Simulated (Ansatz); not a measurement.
# K: response to strain

K is deformed so: zz strain of -2 %. What stress and forces result, by LAPW, PAW and all-electron datasets made for the crystal?

Method: DFT PBEsol, scalar-relativistic, in Ansatz 0.2.0.

2 further runs of the same task are left out: 2 set aside as unsound or not needed.

## Step 1: The structure to begin with

The structure is cubic, space group Im-3m (No. 229). Conventional cell: a = 5.236 Å, b = 5.236 Å, c = 5.236 Å, α = 90.00°, β = 90.00°, γ = 90.00°.

Coordinates:

```cif
data_structure
_symmetry_space_group_name_H-M 'Im-3m'
_symmetry_Int_Tables_number 229
_cell_length_a 5.2360
_cell_length_b 5.2360
_cell_length_c 5.2360
_cell_angle_alpha 90.000
_cell_angle_beta 90.000
_cell_angle_gamma 90.000
_cell_volume 143.55
loop_
_atom_site_label
_atom_site_type_symbol
_atom_site_symmetry_multiplicity
_atom_site_Wyckoff_symbol
_atom_site_fract_x
_atom_site_fract_y
_atom_site_fract_z
_atom_site_occupancy
K1 K 2 a 0.00000 0.00000 0.00000 1
```

The file gives the conventional cell by its symmetry; the runs use the cell typed in the input.

## Step 2: After the deformation

Space group Im-3m before, I4/mmm after.

## Step 3: LAPW, all electrons

Input file input.yaml:

```yaml
crystal:
  lattice:
    - [-2.618, 2.618, 2.56564]
    - [2.618, -2.618, 2.56564]
    - [2.618, 2.618, -2.56564]
  atoms:
    - { symbol: K, position: [0.0, 0.0, 0.0] }
kpoints:
  mp_grid: { grid: [10, 10, 10] }
  band_path:
    path:
      - [0.0, 0.0, 0.0]
      - [0.0, 0.0, 0.5]
      - [-0.5, 0.5, 0.5]
      - [0.0, 0.0, 0.0]
      - [0.4901, 0.4901, -0.4901]
      - [-0.4901, 0.5099, 0.4901]
      - [-0.5, 0.5, 0.5]
      - [0.0, 0.0, 0.5]
      - [0.25, 0.25, 0.25]
    npoints: 5
scf:
  occupations: { method: fermi_dirac, width: 0.08 }
hamiltonian:
  xc: pbesol
  pseudopotentials: { kind: all_electron, lapw: { basis_error: 0.0005 } }
output:
  forces: true
  stress: true
  eigenvalues: true
```

On the command line:

```console
$ ansatz run input.yaml --threads 1 --pin off --max-ram 3072MiB --backend cpu --events-out ev --progress --plain --runs-dir out
```

## Step 4: Frozen-core PAW

Input file input.yaml:

```yaml
crystal:
  lattice:
    - [-2.618, 2.618, 2.56564]
    - [2.618, -2.618, 2.56564]
    - [2.618, 2.618, -2.56564]
  atoms:
    - { symbol: K, position: [0.0, 0.0, 0.0] }
kpoints:
  mp_grid: { grid: [10, 10, 10] }
scf:
  occupations: { method: fermi_dirac, width: 0.08 }
hamiltonian:
  xc: pbesol
  pseudopotentials: { kind: paw }
output:
  forces: true
  stress: true
  eigenvalues: true
  efg: { contact_densities: true }
```

## Step 5: All-electron PAW on datasets made for the crystal

Changes to input.yaml since step 4:

```diff
@@ -13,3 +13,3 @@
   xc: pbesol
-  pseudopotentials: { kind: paw }
+  pseudopotentials: { kind: all_electron, datasets: crystal }
 output:
```

(Steps that only read results are left out.)

Q: Predict the outcome of this session. Wanted: pressure; largest shear or deviatoric stress.

**Answer**, as computed:

```
                                 quantity                                           value
                                 pressure  LAPW 0.04, PAW 0.04, crystal datasets 0.04 GPa
largest shear or deviatoric stress (LAPW)                                        0.00 GPa
```

Against the undeformed cell the largest change of stress is +0.075 GPa, in the zz component (others tie with it). PAW: stress within 0.01 GPa of LAPW. Crystal datasets: stress within 0.01 GPa of LAPW.
